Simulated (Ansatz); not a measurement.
# BH5OSiZn: up Jacob's ladder to CCSD(T)

An exercise on one series of results from a longer session: the logs are not shown, and one member is left open.

The runs use Ansatz 0.2.0, Gaussian basis; functionals in def2-TZVPP, the program's frozen cores in correlated methods.

The runs, in order: LDA (SPW92), PBE-D4, revPBE-D4, BLYP-D4, r2SCAN-D4, B97M-V, PBE0-D4, B3LYP-D4, r2SCANh-D4, r2SCAN0-D4, HSE06-D4, BHLYP-D4, CAM-B3LYP-D4, LC-ωPBE, ωB97X-V, ωB97M-V, B2PLYP, PBE-QIDH; CCSD(T)/def2-SVP; CCSD(T)/def2-TZVPP; MP2/def2-QZVPP; extrapolation to the limit; RPA on PBE.

### The geometry

The geometry comes from an earlier relaxation with PBE0-D4 in a triple-zeta def2 set; it is a stationary point, not always the lowest conformer.

SMILES `B[O][Zn][SiH3]`, 9 atoms, charge 0, spin multiplicity 1.

Atoms are counted from 1 here; the program's logs count them from 0.

Bond lengths: B1–O2 1.334 Å, B1–H5 1.207 Å, B1–H6 1.214 Å, O2–Zn3 1.801 Å, Zn3–Si4 2.341 Å, Si4–H7 1.488 Å, Si4–H8 1.488 Å, Si4–H9 1.488 Å. Angles: O2–B1–H5 119.0°, O2–B1–H6 121.6°, H5–B1–H6 119.4°, B1–O2–Zn3 130.7°, O2–Zn3–Si4 176.7°, Zn3–Si4–H7 110.7°, Zn3–Si4–H8 110.5°, Zn3–Si4–H9 110.6°, H7–Si4–H8 108.3°, H7–Si4–H9 108.3°, H8–Si4–H9 108.3°.

The first run:

in.yaml

```yaml
crystal:
  periodic: [false, false, false]
  atoms:
    - {symbol: B, position_ang: [1.323904, 2.201956, -1.058459]}
    - {symbol: O, position_ang: [0.361788, 1.821873, -0.216013]}
    - {symbol: Zn, position_ang: [-0.235922, 0.180261, 0.221806]}
    - {symbol: Si, position_ang: [-1.099366, -1.895579, 0.874774]}
    - {symbol: H, position_ang: [1.551690, 3.379910, -1.193979]}
    - {symbol: H, position_ang: [1.972688, 1.392244, -1.689318]}
    - {symbol: H, position_ang: [-2.527159, -2.019864, 0.475441]}
    - {symbol: H, position_ang: [-0.336975, -3.001199, 0.234839]}
    - {symbol: H, position_ang: [-1.010638, -2.059591, 2.350900]}
basis:
  gaussian: {orbitals: def2-TZVPP}
hamiltonian: {xc: lda}
output: {orbitals: {seedname: orbitals}}
```

Run with:

```bash
$ ansatz run in.yaml --threads 4 --pin off --events-out ev --progress --plain --max-ram 10444MiB
```

Steps of the session up to this table: LDA; PBE-D4 (GGA); revPBE-D4 (GGA); BLYP-D4 (GGA); r2SCAN-D4 (meta-GGA); B97M-V (meta-GGA); B3LYP-D4 (hybrid); r2SCANh-D4 (hybrid); r2SCAN0-D4 (hybrid); HSE06-D4 (hybrid); BHLYP-D4 (hybrid); CAM-B3LYP-D4 (range-separated); LC-ωPBE (range-separated); ωB97X-V (range-separated); ωB97M-V (range-separated); B2PLYP (double hybrid); PBE-QIDH (double hybrid).

One of the session's tables, all rows but one given; the rest of the session is left out.

It belongs to the step «Orbital energies across the functionals». 

| functional | HOMO (eV) | gap (eV) |
| --- | --- | --- |
| LDA (SPW92) | -6.04 | 3.98 |
| PBE-D4 | -5.96 | 4.10 |
| revPBE-D4 | -5.91 | 4.15 |
| BLYP-D4 | -5.88 | 4.12 |
| r2SCAN-D4 | -6.22 | 4.61 |
| B97M-V | -6.34 | 4.52 |
| PBE0-D4 | -7.31 | 6.23 |
| B3LYP-D4 | -7.12 | 5.81 |
| r2SCANh-D4 | -6.72 | 5.39 |
| r2SCAN0-D4 | -7.49 | 6.56 |
| HSE06-D4 | -6.90 | 5.47 |
| BHLYP-D4 | -8.62 | 8.28 |
| CAM-B3LYP-D4 | -8.74 | 8.54 |
| LC-ωPBE | -10.09 | 10.96 |
| ωB97X-V | -9.74 | 10.49 |
| ωB97M-V | ? | ? |

Estimate the missing values for ωB97M-V.

As computed: HOMO (eV): -9.61; gap (eV): 10.07. In the column «HOMO (eV)» it lies between ωB97X-V (-9.74) and CAM-B3LYP-D4 (-8.74).
